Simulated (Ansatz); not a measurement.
# CH3ClZn: the cost of one run

Method: PBE0-D4/def2-TZVP structures, single points in def2-TZVPP, no counterpoise correction; program: Ansatz 0.2.0, Gaussian basis.

Levels: SPW92, PBE-D4, BLYP-D4, r2SCAN-D4, B97M-V, PBE0-D4, B3LYP-D4, r2SCAN0-D4, BHLYP-D4, CAM-B3LYP-D4, wB97X-V, wB97M-V, B2PLYP, PBE-QIDH, RPA on PBE, Hartree-Fock, MP2, CCSD, CCSD(T).

Cores are frozen in the correlated methods. The 3s and 3p shells of Cu and Zn are frozen; filled d shells are correlated. B3LYP uses VWN-RPA correlation. B2PLYP carries no dispersion term here.

94 further runs of the same task are left out: 94 set aside as unsound or not needed.

### Step 1. The starting structure

The complex: 8 atoms, charge 0, spin multiplicity 1.

Atoms are counted from 1 here; the program's logs count them from 0.

Bond lengths: Zn1–C2 1.925 Å, Zn1–Cl3 2.111 Å, C2–H6 1.091 Å, C2–H7 1.091 Å, C2–H8 1.091 Å, H4–H5 0.748 Å. Angles: C2–Zn1–Cl3 179.3°, Zn1–C2–H6 110.4°, Zn1–C2–H7 110.2°, Zn1–C2–H8 110.4°, H6–C2–H7 108.6°, H6–C2–H8 108.6°, H7–C2–H8 108.6°.

Geometry (Å):

```xyz
8

Zn   -0.3451   -0.3685   -0.9374
C     1.1637   -0.7917    0.1808
Cl   -1.9918    0.0782   -2.1801
H    -1.3802    1.8795    1.1640
H    -1.8282    1.8256    0.5677
H     2.0968   -0.6304   -0.3619
H     1.1632   -0.1576    1.0692
H     1.1217   -1.8352    0.4976
```

Its parts: CH₃ClZn holds atoms 1, 2, 3, 6, 7, 8; H₂ holds atoms 4, 5. Each part counts its atoms afresh in its own runs.

### Step 2. Relaxing CH₃ClZn alone

File relax-a/in.yaml:

```yaml
crystal:
  periodic: [false, false, false]
  atoms:
    - {symbol: Zn, position_ang: [-0.345103, -0.368543, -0.937350]}
    - {symbol: C, position_ang: [1.163701, -0.791675, 0.180813]}
    - {symbol: Cl, position_ang: [-1.991801, 0.078188, -2.180050]}
    - {symbol: H, position_ang: [2.096759, -0.630368, -0.361858]}
    - {symbol: H, position_ang: [1.163215, -0.157604, 1.069162]}
    - {symbol: H, position_ang: [1.121699, -1.835225, 0.497626]}
basis:
  gaussian: {orbitals: def2-TZVP}
hamiltonian: {xc: pbe0, dispersion: d4}
relax: {f_tol: 0.005, max_steps: 200}
```

Launch:

```bash
ansatz run in.yaml --threads 4 --pin off --events-out ev --progress --plain --max-ram 9574MiB
```

**Question.** How long does this run take on 4 threads of Intel Xeon at 2.50GHz, shared host?

About 11 s.
